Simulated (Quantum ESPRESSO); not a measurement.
## MgB under changes of volume

One of the cells (12.133 Å³/atom); the others are scaled copies at fixed shape and fractional positions:

```
CELL_PARAMETERS angstrom
2.89515 0.00000 0.00000
0.00000 2.89515 0.00000
0.00000 0.00000 2.89515
ATOMIC_POSITIONS crystal
Mg 0.00000 0.00000 0.00000
B 0.50000 0.50000 0.50000
```

The cell was built by a generator and needn't be a form met in nature.

- Program: Quantum ESPRESSO 7.5
- Functional: PBE
- Potentials or basis: SSSP 1.3 efficiency PBE
- Cutoff: 748 eV
- Density cutoff: 5987 eV
- k mesh: 9 × 9 × 9
- Occupations: fermi-dirac, width 0.05 eV
- Spin: no spin polarisation

```tsv
volume (Å³/atom)	energy over the lowest point (meV/atom)	pressure (GPa)
11.405	12.20	5.7
11.648	5.15	3.5
11.891	1.20	1.6
12.133	0.00	-0.1
12.376	1.27	-1.7
12.619	4.86	-3.2
12.861	?	?
```

Question: What does the run at 12.861 Å³/atom give?

Answer: Energy over the lowest point 10.60 meV/atom; pressure -4.5 GPa.

Worked out: A Birch-Murnaghan fit of order 3 (a polynomial in V^(-2/3)) to the other rows has its minimum at 12.13 Å³/atom with B0 = V·E''(V) = 83 GPa and B' = 4.0. It gives 10.45 meV/atom at 12.861 Å³/atom, against the run's 10.60, and -dE/dV = -4.3 GPa, against -4.5.

Energies are extrapolated to zero smearing.
